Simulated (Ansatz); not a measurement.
Geometry optimisation, DFT PBE-D3(BJ), scalar-relativistic, plane waves, PAW in Ansatz.

input.yaml

```yaml
accuracy: low
crystal:
  lattice:
    - [8.995883, 0.0, 0.0]
    - [0.0, 8.995883, 0.0]
    - [0.0, 0.0, 8.995883]
  atoms:
    - { symbol: C, position: [0.9914847, 0.3066782, 0.6346194] }
    - { symbol: F, position: [0.8733486, 0.2616976, 0.558109] }
    - { symbol: F, position: [1.0653643, 0.1889871, 0.6848572] }
    - { symbol: F, position: [1.0796331, 0.3863593, 0.5467899] }
    - { symbol: F, position: [0.9475927, 0.3896689, 0.7487214] }
    - { symbol: C, position: [0.451238, 0.5936173, 0.9989595] }
    - { symbol: F, position: [0.5109928, 0.7149301, 0.9394126] }
    - { symbol: F, position: [0.5463597, 0.5339019, 1.0949759] }
    - { symbol: F, position: [0.3263717, 0.6296437, 1.0692712] }
    - { symbol: F, position: [0.4212279, 0.4959937, 0.8921781] }
    - { symbol: C, position: [0.0252775, 0.2617198, 0.1204068] }
    - { symbol: F, position: [0.0793404, 0.3973503, 0.1430965] }
    - { symbol: F, position: [-0.1205009, 0.2621343, 0.1445259] }
    - { symbol: F, position: [0.0520174, 0.220726, -0.0190124] }
    - { symbol: F, position: [0.090253, 0.1666688, 0.2130174] }
    - { symbol: C, position: [0.2058257, 0.9554217, 0.522592] }
    - { symbol: F, position: [0.2491235, 1.0318373, 0.6414161] }
    - { symbol: F, position: [0.0617047, 0.9781583, 0.4992377] }
    - { symbol: F, position: [0.2825313, 1.0002889, 0.4045394] }
    - { symbol: F, position: [0.2299431, 0.8114022, 0.5451746] }
    - { symbol: C, position: [0.9277337, 0.6636047, 0.4686725] }
    - { symbol: F, position: [0.9116264, 0.7966755, 0.4064957] }
    - { symbol: F, position: [1.0703046, 0.6248852, 0.4659202] }
    - { symbol: F, position: [0.8807586, 0.6686443, 0.6086767] }
    - { symbol: F, position: [0.8482453, 0.5642138, 0.3935974] }
    - { symbol: C, position: [0.9651276, 0.8302454, 0.1071959] }
    - { symbol: F, position: [1.0577875, 0.8373187, -0.0076838] }
    - { symbol: F, position: [0.9680332, 0.9583488, 0.180778] }
    - { symbol: F, position: [0.8280412, 0.8045745, 0.0583947] }
    - { symbol: F, position: [1.0066484, 0.7207398, 0.1972945] }
    - { symbol: C, position: [0.5312205, 0.1220662, 0.1293147] }
    - { symbol: F, position: [0.6680421, 0.1530684, 0.0829256] }
    - { symbol: F, position: [0.4752715, 0.2393883, 0.199589] }
    - { symbol: F, position: [0.4461168, 0.0890461, 0.013124] }
    - { symbol: F, position: [0.5354515, 0.0067621, 0.2216201] }
    - { symbol: C, position: [0.6382281, 0.1183439, 0.7378227] }
    - { symbol: F, position: [0.7149375, 0.2349055, 0.7864259] }
    - { symbol: F, position: [0.6091913, 0.0278418, 0.8509574] }
    - { symbol: F, position: [0.511321, 0.1644503, 0.6778059] }
    - { symbol: F, position: [0.7174625, 0.0461778, 0.6361014] }
basis:
  ecutwfc: 420.0
kpoints:
  mp_grid: { grid: [1, 1, 1] }
hamiltonian:
  xc: pbe
  dispersion: d3bj
scf:
  occupations: { method: fermi_dirac, width: 0.02 }
  lower_state_search: "off"
relax:
  f_tol: 0.3
  max_steps: 15
  adjacent_minimum: "off"
```

Command:

```bash
$ ansatz run input.yaml --threads 2 --pin off --max-ram 5120MiB --backend cpu --events-out ev --progress --plain --runs-dir out
```

Where does it end, and by what steps?

The forces met the threshold. The threshold is loose, so the end isn't yet a minimum. The force dipped under the threshold on the way, but the program's further checks kept it going. Limits of this set-up: coarse k mesh, low accuracy level. After 7 steps the energy has fallen by 2.749 eV; F25 moved furthest, 1.08 Å.

```
step  energy less start (eV)  largest force component (eV/Å)  accepted
   0                  0.0000                           1.325       yes
   1                 -1.4456                           0.520       yes
   2                 -1.9638                           0.343       yes
   3                 -2.2777                           0.447       yes
   4                 -2.4852                           0.339       yes
   5                 -2.6153                           0.112       yes
   6                 -2.6934                           0.149       yes
   7                 -2.7488                           0.218       yes
```

```xyz
40
Lattice="8.9959 0.0000 0.0000 0.0000 8.9959 0.0000 0.0000 0.0000 8.9959" Properties=species:S:1:pos:R:3
C 9.388 2.987 5.803
F 8.451 2.830 4.861
F 9.588 1.824 6.424
F 10.528 3.392 5.239
F 8.978 3.904 6.686
C 4.113 5.331 8.907
F 4.623 6.218 8.039
F 5.074 4.908 9.733
F 3.139 5.911 9.621
F 3.612 4.284 8.228
C 0.620 2.667 1.523
F 1.289 3.809 1.731
F -0.693 2.886 1.656
F 0.871 2.223 0.288
F 1.016 1.752 2.419
C 2.138 8.087 5.012
F 2.439 8.449 6.265
F 0.833 8.275 4.792
F 2.842 8.833 4.151
F 2.439 6.794 4.836
C 7.352 6.028 4.106
F 7.141 7.181 3.464
F 8.629 5.659 3.944
F 7.097 6.189 5.409
F 6.549 5.085 3.607
C 8.556 7.477 0.284
F 9.318 7.773 -0.774
F 8.487 8.538 1.094
F 7.328 7.152 -0.129
F 9.092 6.447 0.945
C 4.660 1.096 1.491
F 5.725 1.608 0.868
F 4.252 1.941 2.444
F 3.674 0.913 0.605
F 4.986 -0.078 2.043
C 5.778 0.975 6.338
F 6.588 1.767 7.048
F 5.358 -0.034 7.107
F 4.726 1.681 5.912
F 6.443 0.486 5.286
```

Whether the end is a true minimum wasn't checked by a vibrational analysis.

Run time: 38 s on 2 threads of Arm Neoverse V1 (shared host), peak memory 0.68 GiB.
